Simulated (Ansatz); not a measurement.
**Cs on Cr (Chromium) (110)**

An exercise on one series of results from a longer session: the logs are not shown, and one member is left open.

Program: Ansatz 0.2.0. Level of theory: DFT PBE, scalar-relativistic, plane waves, PAW. These are calculated values, not measurements.

2 further runs of the same task are left out: 2 set aside as unsound or not needed.

## Starting point

It takes space group Im-3m (No. 229, cubic). Conventional cell: a = 2.848 Å, b = 2.848 Å, c = 2.848 Å, α = 90.00°, β = 90.00°, γ = 90.00°. Around Cr (site symmetry m-3m) lie 8 Cr at 2.47 Å.

Structure file:

```xyz
1
Lattice="-1.4239 1.4239 1.4239 1.4239 -1.4239 1.4239 1.4239 1.4239 -1.4239" Properties=species:S:1:pos:R:3 pbc="T T T"
Cr    0.0000    0.0000    0.0000
```

It is the result of an earlier relaxation at this level (volume 11.55 Å³/atom; gap on the mesh: none (metal)).

A (110) slab, 6.0 Å thick as cut, with 17 Å of vacuum, in a 2×2 surface cell; its outer planes are Cr (top) and Cr (bottom).

The slab as cut. Layers, bottom to top:

| plane | atoms per cell | height over the lowest (Å) |
| --- | --- | --- |
| 1 | Cr4 | 0.00 |
| 2 | Cr4 | 2.01 |
| 3 | Cr4 | 4.03 |
| 4 | Cr4 | 6.04 |

Set-up of the first run:

Miller indices refer to the conventional cell of the relaxed bulk, Im-3m (No. 229): a = 2.848 Å, b = 2.848 Å, c = 2.848 Å, α = 90.00°, β = 90.00°, γ = 90.00°.

input.yaml

```yaml
crystal:
  lattice:
    - [4.9325862683, 0.0, 0.0]
    - [-1.6441954228, 4.6504869321, 0.0]
    - [0.0, 0.0, 23.0411597348]
  atoms:
    - { symbol: Cr, position: [0.25, 0.25, 0.368905042] }
    - { symbol: Cr, position: [0.25, 0.75, 0.368905042] }
    - { symbol: Cr, position: [0.75, 0.25, 0.368905042] }
    - { symbol: Cr, position: [0.75, 0.75, 0.368905042] }
    - { symbol: Cr, position: [0.5, 0.5, 0.4563016807] }
    - { symbol: Cr, position: [0.5, 0.0, 0.4563016807] }
    - { symbol: Cr, position: [0.0, 0.5, 0.4563016807] }
    - { symbol: Cr, position: [0.0, 0.0, 0.4563016807] }
    - { symbol: Cr, position: [0.75, 0.75, 0.5436983193] }
    - { symbol: Cr, position: [0.75, 0.25, 0.5436983193] }
    - { symbol: Cr, position: [0.25, 0.75, 0.5436983193] }
    - { symbol: Cr, position: [0.25, 0.25, 0.5436983193] }
    - { symbol: Cr, position: [0.0, 0.0, 0.631094958] }
    - { symbol: Cr, position: [0.0, 0.5, 0.631094958] }
    - { symbol: Cr, position: [0.5, 0.0, 0.631094958] }
    - { symbol: Cr, position: [0.5, 0.5, 0.631094958] }
basis:
  ecutwfc: 420
kpoints:
  mp_grid: { grid: [6, 6, 1] }
hamiltonian:
  xc: pbe
scf:
  occupations: { method: gaussian, width: 0.1 }
output:
  forces: true
  eigenvalues: true
  write_density: true
  write_potential: true
  elf: true
  volumetric_format: npy
relax:
  adjacent_minimum: "off"
  f_tol: 0.03
  max_steps: 70
  constraints: [{ sites: [0, 1, 2, 3, 4, 5, 6, 7] }]
efield:
  axis: 3
  dipole_correction: true
```

Command:

```bash
$ ansatz run input.yaml --threads 4 --pin off --max-ram 10240MiB --backend cpu --events-out ev --progress --plain --runs-dir out
```

Steps of the session up to this table: Relaxing the clean slab; Start: Cs, top (Cr); Start: Cs, hollow (nearest Cr); Cs at the bridge (Cr-Cr) site; Cs put at a hollow over Cr site.

One table of the session follows, with a row left open; its other results are not shown here.

It belongs to the step «Cs: energies by site». 

```
                              start  height (Å)
           top (Cr) at (0.00, 0.00)           ?
hollow (nearest Cr) at (0.17, 0.83)        3.24
     bridge (Cr-Cr) at (0.00, 0.75)        3.25
     hollow over Cr at (0.75, 0.75)        3.25
```

Estimate the missing values for top (Cr) at (0.00, 0.00).

**Answer.** height (Å): 3.21. In the column «height (Å)» it is the lowest.

Limits of these values: A start on a symmetric site keeps its symmetry, so an end may be a saddle point and not a minimum. The final runs have no spin polarisation, so a magnetic state may lie lower. Warnings in the runs' records: xc potential rough in thin density, vacuum density over bound.
